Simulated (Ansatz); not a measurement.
# KS: the cost of one run

All numbers are computed with the Python package of Ansatz 0.2.0. Level of theory: Hartree-Fock/def2-SVP.

**1. The structure**

Bond lengths: K1–S2 2.930 Å.

No structure file is read: the coordinates are typed or built in the script.

**2. The script**

Input file scan.py:

```python
"""Potential curve of KS along one bond."""

import ansatz as az
import numpy as np

BASIS = "def2-SVP"
XC = "hf"

GEOMETRY = """
K     0.00000    0.00000    0.00000
S     0.00000    0.00000    2.93000
"""

system = az.Crystal.molecule()
for line in GEOMETRY.strip().splitlines():
    symbol, *xyz = line.split()
    system = system.atom(symbol, [float(v) for v in xyz])

symbols = [site.symbol for site in system.cartesian_sites]
start = np.array([site.position_ang for site in system.cartesian_sites])
axis = (start[1] - start[0]) / np.linalg.norm(start[1] - start[0])
moving = [1]
lengths, energies = [2.49, 2.7, 2.93, 3.22, 3.66, 4.4, 5.27, 6.45], []
for length in lengths:
    xyz = start.copy()
    xyz[moving] += (length - np.linalg.norm(start[1] - start[0])) * axis
    point = az.Crystal.molecule()
    for symbol, place in zip(symbols, xyz):
        point = point.atom(symbol, place.tolist())
    base = (
        point.calculation()
        .basis(gaussian=BASIS)  # atom-centred Gaussian functions
        .functional(XC)
        .spin("collinear", total=1)
    )
    summary = base.run().report
    energies.append(summary["free_energy_ev"])
    print(f"r = {length:6.3f} A  E = {energies[-1]:.5f} eV  <S^2> = {abs(summary['mean_field']['state']['spin_squared']):.3f}")

print("energy above the lowest point (eV):", [round(e - min(energies), 3) for e in energies])
```

**3. Running it**

On the command line:

```
python scan.py
```

What time and memory should one allow on 1 thread of AMD EPYC 7R43 (Zen 3), shared host?

About 12 s, with a peak of 0.17 GiB.
